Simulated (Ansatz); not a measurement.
# Hf2ZrTe6: the cost of one run

Computed with Ansatz 0.2.0 (DFT PBE, scalar-relativistic, plane waves, PAW, unless a step's input says otherwise).

1 further run of the same task is left out (it didn't finish).

### 1 Starting point

The structure is trigonal, space group P-31m (No. 162). Conventional cell: a = 6.895 Å, b = 6.895 Å, c = 7.158 Å, α = 90.00°, β = 90.00°, γ = 120.00°. Zr (site symmetry -3m) has 6 Te at 2.92 Å as nearest neighbours. Around Hf (site symmetry 32) lie 6 Te at 2.90 Å. Around Te (site symmetry m) lie 2 Hf at 2.90 Å and 1 Zr at 2.92 Å.

As a file:

```cif
data_structure
_symmetry_space_group_name_H-M 'P-31m'
_symmetry_Int_Tables_number 162
_cell_length_a 6.8949
_cell_length_b 6.8949
_cell_length_c 7.1580
_cell_angle_alpha 90.000
_cell_angle_beta 90.000
_cell_angle_gamma 120.000
_cell_volume 294.70
loop_
_atom_site_label
_atom_site_type_symbol
_atom_site_symmetry_multiplicity
_atom_site_Wyckoff_symbol
_atom_site_fract_x
_atom_site_fract_y
_atom_site_fract_z
_atom_site_occupancy
Zr1 Zr 1 a 0.00000 0.00000 0.00000 1
Hf1 Hf 2 c 0.66667 0.33333 0.00000 1
Te1 Te 6 k 0.33547 0.33547 0.75165 1
```

The cell was relaxed beforehand at this level, from a generated guess; it needn't be the stable form of this composition. At a tolerance of 0.05 Å it has space group P-31m (No. 162); it has 32.74 Å³/atom, an uncorrected energy of -0.85 eV/atom over the elements.

### 2 Bands, states and charges

The input, input.yaml:

```yaml
crystal:
  lattice:
    - [6.8949092939, 2.89e-08, 0.0]
    - [-3.4474546719, 5.9711665909, 0.0]
    - [0.0, 0.0, 7.1580499]
  atoms:
    - { symbol: Zr, position: [0.0, 0.0, 0.0] }
    - { symbol: Hf, position: [0.6666666667, 0.3333333333, 0.0] }
    - { symbol: Hf, position: [0.3333333333, 0.6666666667, 0.0] }
    - { symbol: Te, position: [0.335468, 0.335468, 0.751651] }
    - { symbol: Te, position: [0.0, 0.664532, 0.751651] }
    - { symbol: Te, position: [0.664532, 0.0, 0.751651] }
    - { symbol: Te, position: [0.0, 0.335468, 0.248349] }
    - { symbol: Te, position: [0.664532, 0.664532, 0.248349] }
    - { symbol: Te, position: [0.335468, 0.0, 0.248349] }
basis:
  ecutwfc: 420
kpoints:
  mp_grid: { grid: [6, 6, 6] }
  band_path:
    path:
      - [[0.0, 0.0, 0.0], [0.5, 0.0, 0.0], [0.33333333, 0.33333333, 0.0], [0.0, 0.0, 0.0], [0.0, 0.0, 0.5], [0.5, 0.0, 0.5], [0.33333333, 0.33333333, 0.5], [0.0, 0.0, 0.5]]
      - [[0.5, 0.0, 0.5], [0.5, 0.0, 0.0]]
      - [[0.33333333, 0.33333333, 0.5], [0.33333333, 0.33333333, 0.0], [0.33333333, 0.33333333, -0.5]]
    npoints: 14
hamiltonian:
  xc: pbe
scf:
  occupations: { method: gaussian, width: 0.1 }
  n_extra_bands: 22
output:
  forces: true
  stress: true
  eigenvalues: true
  populations: true
  dos: { projected: true, de: 0.02, nscf_kmesh: { grid: [8, 8, 8] } }
  bader: true
  write_density: true
  write_potential: true
  elf: true
  volumetric_format: npy
```

Run with:

```sh
ansatz run input.yaml --threads 4 --pin off --max-ram 8192MiB --backend cpu --events-out ev --progress --plain --runs-dir out
```

**Question.** How long does this run take on 4 threads of Arm Neoverse V2, shared host, and how much memory does it need?

About 76 s, with a peak of 2.6 GiB.
